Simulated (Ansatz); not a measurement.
# LuGe3O: the cost of one run

Method: DFT PBE, scalar-relativistic, plane waves, PAW, in Ansatz 0.2.0.

### 1 The structure to begin with

The structure is cubic, space group Pm-3m (No. 221). The conventional cell has a = 4.184 Å, b = 4.184 Å, c = 4.184 Å, α = 90.00°, β = 90.00°, γ = 90.00°. Around Lu (site symmetry m-3m) lie 6 Ge at 2.09 Å. Around Ge (site symmetry 4/mmm) lie 2 Lu at 2.09 Å and 8 Ge at 2.96 Å and 4 O at 2.96 Å. O (site symmetry m-3m) has 12 Ge at 2.96 Å as nearest neighbours.

Coordinates:

```
Lu Ge O
1.0
     4.18361    0.00000    0.00000
     0.00000    4.18361    0.00000
     0.00000    0.00000    4.18361
Lu Ge O
1 3 1
Direct
  0.00000 0.00000 0.00000
  0.50000 0.00000 0.00000
  0.00000 0.50000 0.00000
  0.00000 0.00000 0.50000
  0.50000 0.50000 0.50000
```

A structure generator made this guess: species swapped into a database cell of KMgF3 (Pm-3m, No. 221), with O on the K sites, Lu on the Mg sites and Ge on the F sites. Lengths come from tabulated atomic sizes and are only a guess.

### 2 A first look at the guess

Input file input.yaml:

```yaml
crystal:
  lattice:
    - [4.18360727, 0.0, 0.0]
    - [0.0, 4.18360727, 0.0]
    - [0.0, 0.0, 4.18360727]
  atoms:
    - { symbol: Lu, position: [0.0, 0.0, 0.0] }
    - { symbol: Ge, position: [0.5, 0.0, 0.0] }
    - { symbol: Ge, position: [0.0, 0.5, 0.0] }
    - { symbol: Ge, position: [0.0, 0.0, 0.5] }
    - { symbol: O, position: [0.5, 0.5, 0.5] }
basis:
  ecutwfc: 420
kpoints:
  mp_grid: { grid: [4, 4, 4] }
hamiltonian:
  xc: pbe
scf:
  occupations: { method: gaussian, width: 0.1 }
  lower_state_search: "off"
output:
  forces: true
  stress: true
  eigenvalues: true
```

Launch:

```sh
> ansatz run input.yaml --threads 1 --pin off --max-ram 2560MiB --backend cpu --events-out ev --progress --plain --runs-dir out
```

Q: Estimate wall time and peak memory on 1 thread of Arm Neoverse V1, shared host.

About 3.5 s, with a peak of 0.34 GiB.
